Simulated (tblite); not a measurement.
# C4H12BP: the cost of one run

The runs use tblite 0.8.0 and PySCF 2.14.0, with density-fitted response routines of our own; the level of theory stands in each step. All values are computed, except where a source is named. Atoms count from 0, in the outputs and in this text.

### Step 1. The starting structure

18 atoms, charge 0, multiplicity 1; geometry from: force field or distance geometry start.

Bonds of the start (Å): C0–B1 1.59, B1–P2 1.91, B1–C3 1.57, C3–C4 1.51, C3–C5 1.52, C0–H6 1.09, C0–H7 1.12, C0–H8 1.11, P2–H9 1.43, P2–H10 1.43, C3–H11 1.11, C4–H12 1.12, C4–H13 1.13, C4–H14 1.09, C5–H15 1.12, C5–H16 1.11, C5–H17 1.12.

### Step 2. Relaxing the molecule with GFN2-xTB

The job: settings as JSON, then the geometry in Å.

```
{"job": {"kind": "relax", "xc": "GFN2-xTB", "basis": "xTB"}, "charge": 0, "multiplicity": 1}
C      1.124300     1.814600    -0.371800
B      0.800700     0.282700    -0.086800
P      2.295700    -0.858000     0.273400
C     -0.669400    -0.170300    -0.384300
C     -0.947800    -1.626600    -0.118300
C     -1.576100     0.642700     0.532500
H      1.822800     1.844600    -1.214100
H      0.172000     2.365500    -0.595000
H      1.506800     2.273200     0.558800
H      2.398100    -1.322000     1.624000
H      2.604200    -1.807000    -0.746700
H     -0.862300     0.044600    -1.454400
H     -2.038100    -1.781700    -0.339900
H     -0.406200    -2.277000    -0.860100
H     -0.813000    -1.939900     0.920400
H     -2.309900    -0.037900     1.030500
H     -2.131200     1.371200    -0.089200
H     -0.979300     1.187500     1.309300
```

Started as:

```
$ OMP_NUM_THREADS=1 python probes_run.py task.json out
```

The driver reads the jobs from task.json and runs them one after another.

Q: Estimate the wall time of this first job on 1 thread of Arm Neoverse V1, shared host.

About 1.5 s.
